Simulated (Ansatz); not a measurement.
# SiPF₃: geometry and frequencies at several levels, part 2 of 2

The task, for SiPF₃: geometry and frequencies at several levels.

Ansatz 0.2.0, Gaussian bases. The steps go on from the part before.

### 9 Relaxation, PBE-D4/def2-SVP

Contents of input.yaml:

```yaml
crystal:
  periodic: [false, false, false]
  atoms:
    - { symbol: F, position_ang: [2.05786236, 0.78475704, -0.23979568] }
    - { symbol: P, position_ang: [1.33880132, -0.58950859, 0.35493394] }
    - { symbol: Si, position_ang: [-0.683508, -0.05912907, -0.0138693] }
    - { symbol: F, position_ang: [-1.90926898, -1.05297416, 0.37341217] }
    - { symbol: F, position_ang: [-1.32377669, 1.27849477, -0.67371114] }
basis:
  gaussian: { orbitals: def2-SVP }
hamiltonian:
  xc: pbe
  dispersion: d4
relax:
  f_tol: 0.002
  max_steps: 150
```

Launch:

```
> ansatz run input.yaml --threads 2 --pin off --max-ram 5120MiB --backend cpu --events-out ev --progress --plain --runs-dir out
```

Standard output, shortened:

```text
Warning: RAYON_NUM_THREADS=2 ignored (pool sized by the plan → 2); use --threads N
[...]
Functional definition: PBE
[...]
847 factors; their error is unknown
[...]
mean field -25291.26073746 eV, -929.4366890693 hartree, gradient 5.0e-5 eV, S^2 0.000000; 0 other end points of the search recorded, 0 dependent functions left out
[...]
reference -25291.26076148 eV, -929.4366899522 hartree; 28, 28 occupied and 50, 50 virtual orbitals, 847 factors
relax step   1: F+E_penalty+E_count = -25291.39000750 eV  Δ(F+E_penalty+E_count) = +0.000e0 eV  max|allowed force component| = 7.083e-3 eV/Å  Δτ_max = 0.0000 Å  (27 SCF iters, accepted)
[...]
relax step   4: F+E_penalty+E_count = -25291.39001135 eV  Δ(F+E_penalty+E_count) = -7.368e-7 eV  max|allowed force component| = 2.014e-3 eV/Å  Δτ_max = 0.0007 Å  (20 SCF iters, accepted)
[...]
relax step   5: F+E_penalty+E_count = -25291.39001145 eV  Δ(F+E_penalty+E_count) = -9.841e-8 eV  max|allowed force component| = 9.763e-5 eV/Å  Δτ_max = 0.0001 Å  (19 SCF iters, accepted)
847 factors; their error is unknown
mean field -25291.26073830 eV, -929.4366891004 hartree, gradient 1.9e-5 eV, S^2 0.000000; 1 other end points of the search recorded, 0 dependent functions left out
[...]
reference -25291.26076233 eV, -929.4366899835 hartree; 28, 28 occupied and 50, 50 virtual orbitals, 847 factors
Total energy: -25291.39003548 eV, -929.4414406839 hartree
Atom 0 at     2.057695     0.785300    -0.240018 Å, force    -0.000043    -0.000047     0.000036 eV/Å
Atom 1 at     1.338837    -0.589420     0.354849 Å, force     0.000066     0.000041    -0.000048 eV/Å
Atom 2 at    -0.683602    -0.059701    -0.013601 Å, force    -0.000082    -0.000043     0.000060 eV/Å
Atom 3 at    -1.909915    -1.052843     0.373336 Å, force     0.000024    -0.000048     0.000021 eV/Å
Atom 4 at    -1.322905     1.278303    -0.673596 Å, force     0.000034     0.000098    -0.000069 eV/Å
Dipole moment:    -0.142621    -0.126012     0.049878 e Å
```

It took 5.4 s on 2 threads of Intel Xeon Platinum 8488C (Sapphire Rapids), shared host; peak memory 0.16 GiB.

Relaxation path:

```
step  energy from step 1 (eV)  largest force component (eV/Å)
   1                   0.0000                          0.0071
   2                   0.0000                          0.0047
   3                   0.0000                          0.0033
   4                   0.0000                          0.0020
   5                   0.0000                          0.0001
```

Step 1 is the start.

Before: Bond lengths: F1–P2 1.661 Å, P2–Si3 2.123 Å, Si3–F4 1.625 Å, Si3–F5 1.623 Å. Angles: F1–P2–Si3 98.2°, P2–Si3–F4 121.6°, P2–Si3–F5 130.7°, F4–Si3–F5 107.7°.

After: Bond lengths: F1–P2 1.661 Å, P2–Si3 2.123 Å, Si3–F4 1.625 Å, Si3–F5 1.623 Å. Angles: F1–P2–Si3 98.3°, P2–Si3–F4 121.7°, P2–Si3–F5 130.7°, F4–Si3–F5 107.7°.

### 10 Frequencies, PBE-D4/def2-SVP

Contents of input.yaml:

```yaml
crystal:
  periodic: [false, false, false]
  atoms:
    - { symbol: F, position_ang: [2.0576946, 0.78529966, -0.24001798] }
    - { symbol: P, position_ang: [1.33883697, -0.58941964, 0.35484878] }
    - { symbol: Si, position_ang: [-0.68360153, -0.05970066, -0.01360145] }
    - { symbol: F, position_ang: [-1.90991543, -1.05284287, 0.37333617] }
    - { symbol: F, position_ang: [-1.3229046, 1.2783035, -0.67359552] }
basis:
  gaussian: { orbitals: def2-SVP }
hamiltonian:
  xc: pbe
  dispersion: d4
phonons: {}
```

Launch:

```
> ansatz run input.yaml --threads 2 --pin off --max-ram 5120MiB --backend cpu --events-out ev --progress --plain --runs-dir out
```

Standard output, shortened:

```text
Warning: RAYON_NUM_THREADS=2 ignored (pool sized by the plan → 2); use --threads N
[...]
[... 1 set-up line as earlier in the session ...]
[...]
847 factors; their error is unknown
[...]
mean field -25291.26073832 eV, -929.4366891009 hartree, gradient 5.0e-5 eV, S^2 0.000000; 0 other end points of the search recorded, 0 dependent functions left out
[...]
reference -25291.26076234 eV, -929.4366899839 hartree; 28, 28 occupied and 50, 50 virtual orbitals, 847 factors
[...]
847 factors; their error is unknown
mean field -25291.26073340 eV, -929.4366889202 hartree, gradient 1.8e-6 eV, S^2 0.000000; 0 other end points of the search recorded, 0 dependent functions left out
[...]
reference -25291.26075743 eV, -929.4366898033 hartree; 28, 28 occupied and 50, 50 virtual orbitals, 847 factors
[...]
847 factors; their error is unknown
[...]
847 factors; their error is unknown
mean field -25291.26072894 eV, -929.4366887563 hartree, gradient 2.6e-6 eV, S^2 0.000000; 0 other end points of the search recorded, 0 dependent functions left out
[...]
reference -25291.26075297 eV, -929.4366896392 hartree; 28, 28 occupied and 50, 50 virtual orbitals, 847 factors
Total energy: -25291.39003549 eV, -929.4414406843 hartree
Atom 0 at     2.057695     0.785300    -0.240018 Å, force    -0.000043    -0.000049     0.000037 eV/Å
Atom 1 at     1.338837    -0.589420     0.354849 Å, force     0.000066     0.000042    -0.000049 eV/Å
Atom 2 at    -0.683602    -0.059701    -0.013601 Å, force    -0.000083    -0.000041     0.000059 eV/Å
Atom 3 at    -1.909915    -1.052843     0.373336 Å, force     0.000027    -0.000049     0.000022 eV/Å
Atom 4 at    -1.322905     1.278304    -0.673596 Å, force     0.000034     0.000097    -0.000069 eV/Å
Dipole moment:    -0.142621    -0.126014     0.049878 e Å
Vibrations: 95.86 132.83 181.02 237.10 290.00 501.20 766.46 892.46 940.66 cm⁻¹, zero-point energy 0.250298 eV
```

Run time: 23 s. Hardware: 2 threads of Intel Xeon Platinum 8488C (Sapphire Rapids), shared host; peak memory 0.13 GiB.

Harmonic frequencies (cm⁻¹; negative: imaginary): 96, 133, 181, 237, 290, 501, 766, 892, 941.

### 11 Relaxation, PBE0-D4/def2-TZVPP

This run stands in another session on the same molecule. It ended at:

```xyz
5

F     2.0333    0.7666   -0.2328
P     1.3171   -0.5685    0.3438
Si   -0.6856   -0.0564   -0.0152
F    -1.8757   -1.0204    0.3604
F    -1.3090    1.2404   -0.6552
```

### 12 Relaxation, MP2/def2-TZVPP

Contents of input.yaml:

```yaml
crystal:
  periodic: [false, false, false]
  atoms:
    - { symbol: F, position_ang: [2.03329412, 0.76657841, -0.23279645] }
    - { symbol: P, position_ang: [1.31706466, -0.56851954, 0.34379745] }
    - { symbol: Si, position_ang: [-0.68560161, -0.05641432, -0.01520744] }
    - { symbol: F, position_ang: [-1.87567127, -1.02043523, 0.36036686] }
    - { symbol: F, position_ang: [-1.3089759, 1.24043067, -0.65519044] }
basis:
  gaussian: { orbitals: def2-TZVPP }
correlation:
  method: mp2
relax:
  f_tol: 0.002
  max_steps: 40
```

Launch:

```
> ansatz run input.yaml --threads 2 --pin off --max-ram 5120MiB --backend cpu --events-out ev --progress --plain --runs-dir out
```

Standard output, shortened:

```text
Warning: RAYON_NUM_THREADS=2 ignored (pool sized by the plan → 2); use --threads N
[...]
[... 1 set-up line as earlier in the session ...]
[...]
1241 factors; integrals over basis functions are off by at most 2.7e-4 eV
[...]
mean field -25258.79419172 eV, -928.2435655201 hartree, gradient 6.7e-6 eV, S^2 0.000000; 0 other end points of the search recorded, 0 dependent functions left out
13 core orbitals not correlated: weight in the atoms' cores, before any rotation towards them, 1.000 or more for the frozen orbitals, at most 0.000 for the correlated occupied ones
reference -25258.79419172 eV, -928.2435655201 hartree; 15, 15 occupied and 149, 149 virtual orbitals, 1241 factors
second order -26.88143714 eV of doubles, -0.00000000 eV of singles
[...]
relax step   1: F+E_penalty+E_count = -25285.67562886 eV  Δ(F+E_penalty+E_count) = +0.000e0 eV  max|allowed force component| = 1.553e-1 eV/Å  Δτ_max = 0.0000 Å  (70 SCF iters, accepted)
[...]
13 core orbitals not correlated: weight in the atoms' cores, before any rotation towards them, 1.000 or more for the frozen orbitals, at most 0.000 for the correlated occupied ones
reference -25258.77994001 eV, -928.2430417793 hartree; 15, 15 occupied and 149, 149 virtual orbitals, 1241 factors
second order -26.89670858 eV of doubles, -0.00000000 eV of singles
[...]
Total energy: -25285.67664859 eV, -929.2314775884 hartree
Atom 0 at     2.038607     0.768385    -0.233320 Å, force    -0.000146    -0.000057     0.000019 eV/Å
Atom 1 at     1.319192    -0.571167     0.345197 Å, force     0.000324    -0.000212    -0.000039 eV/Å
Atom 2 at    -0.686581    -0.055883    -0.015645 Å, force    -0.000101    -0.000002     0.000497 eV/Å
Atom 3 at    -1.878142    -1.022511     0.361224 Å, force     0.000240     0.000319    -0.000297 eV/Å
Atom 4 at    -1.312966     1.242816    -0.656485 Å, force    -0.000317    -0.000049    -0.000181 eV/Å
Dipole moment:    -0.240017    -0.084432     0.024624 e Å
Checks for a lower state left out: cluster_reference
```

It took 59 s on 2 threads of Intel Xeon Platinum 8488C (Sapphire Rapids), shared host; peak memory 0.57 GiB.

Relaxation path:

```
step  E - E(step 1) (eV)  largest force component (eV/Å)
   1              0.0000                          0.1553
   2             -0.0007                          0.0877
   3             -0.0010                          0.0308
   4             -0.0010                          0.0120
   5             -0.0010                          0.0005
```

Step 1 is the start.

Before: Bond lengths: F1–P2 1.621 Å, P2–Si3 2.098 Å, Si3–F4 1.577 Å, Si3–F5 1.575 Å. Angles: F1–P2–Si3 99.2°, P2–Si3–F4 122.0°, P2–Si3–F5 130.4°, F4–Si3–F5 107.5°.

After: Bond lengths: F1–P2 1.627 Å, P2–Si3 2.102 Å, Si3–F4 1.580 Å, Si3–F5 1.578 Å. Angles: F1–P2–Si3 99.2°, P2–Si3–F4 121.9°, P2–Si3–F5 130.6°, F4–Si3–F5 107.5°.

### 13 Geometries side by side

| level | F1–P2 (Å) | P2–Si3 (Å) | Si3–F4 (Å) | rotational constants (MHz) | dipole (D) | highest frequency (cm⁻¹) | CPU time |
| --- | --- | --- | --- | --- | --- | --- | --- |
| HF/STO-3G | 1.6592 | 2.0334 | 1.6083 | 5930.6, 2080.7, 1540.3 | 1.08 | 1040 | 6.5 s |
| HF/6-31G* | 1.6255 | 2.0815 | 1.5697 | 5992.5, 2103.9, 1557.2 | 1.85 | 1065 | 20 s |
| LDA/def2-SVP | 1.6388 | 2.1053 | 1.6066 | 5769.4, 2037.2, 1505.6 | 0.87 | 977 | 8.9 s |
| PBE-D4/def2-SVP | 1.6615 | 2.1229 | 1.6248 | 5631.3, 1999.3, 1475.4 | 0.94 | 941 | 10 s |
| PBE0-D4/def2-TZVPP | 1.6211 | 2.0980 | 1.5769 | 5984.4, 2054.7, 1529.5 | 1.07 | - | 56 s |
| MP2/def2-TZVPP | 1.6268 | 2.1021 | 1.5799 | 5954.7, 2046.4, 1523 | 1.23 | - | 1.9 min |

Constants are for the commonest isotopes at the equilibrium geometry; times are CPU times of the relaxations.

### 14 What came out

This closing draws on all 2 parts.

| quantity | value |
| --- | --- |
| F1–P2 at MP2/def2-TZVPP | 1.627 Å |
| P2–Si3 at MP2/def2-TZVPP | 2.102 Å |
| Si3–F4 at MP2/def2-TZVPP | 1.580 Å |
| frequencies at PBE-D4/def2-SVP | 96 to 941 cm⁻¹ |

**Reading.** The F–P distance spreads over 0.040 Å, from PBE0-D4/def2-TZVPP (shortest) to PBE-D4/def2-SVP. No mode is imaginary, so the geometry is a minimum.
